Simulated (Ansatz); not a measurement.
**W6Cl in Ansatz: the effect of functional**

The system is W6Cl, a slab with vacuum.

```xyz
14
Lattice="5.5332 0.0000 0.0000 -1.8444 5.2168 0.0000 0.0000 0.0000 22.5178" Properties=species:S:1:pos:R:3 pbc="T T T"
W     0.9222    1.3042    8.0000
W     0.0000    3.9126    8.0000
W     3.6888    1.3042    8.0000
W     2.7666    3.9126    8.0000
W     1.8444    2.6084   10.2589
W     2.7666    0.0000   10.2589
W    -0.9222    2.6084   10.2589
W     0.0000    0.0000   10.2589
W     2.7666    3.9126   12.5178
W     3.6888    1.3042   12.5178
W     0.0000    3.9126   12.5178
W     0.9222    1.3042   12.5178
Cl    3.9962    3.0431   15.4978
Cl    5.7212    2.0348   15.4978
```

The cell isn't the ideal one: Cl2 (flat) over a hollow site of the (1 1 0) slab of W, cut from the database cell, not relaxed.

Alike in all runs:

| Property | Result |
| --- | --- |
| Program | Ansatz 0.2.0 |
| Task | relaxation of the atoms |
| Potentials or basis | Ansatz PAW |
| Cutoff | 420 eV (not typed: the program's choice for these potentials) |
| k mesh | 5 × 5 × 1 |
| Occupations | fermi-dirac, width 0.05 eV |
| Spin | no spin polarisation |

Each run relaxes the cell or the atoms first.

```tsv
functional	largest force (eV/Å)	work function (eV)
LDA	0.29	5.22
PBE	?	?
revPBE	0.24	4.99
```

What does the run with functional PBE give?

Largest force 0.25 eV/Å; work function 5.06 eV.

Caveats: the PAW data sets come from PBE, with cores solved anew for the run's functional, which leaves a small shift of forces and pressure (some runs).
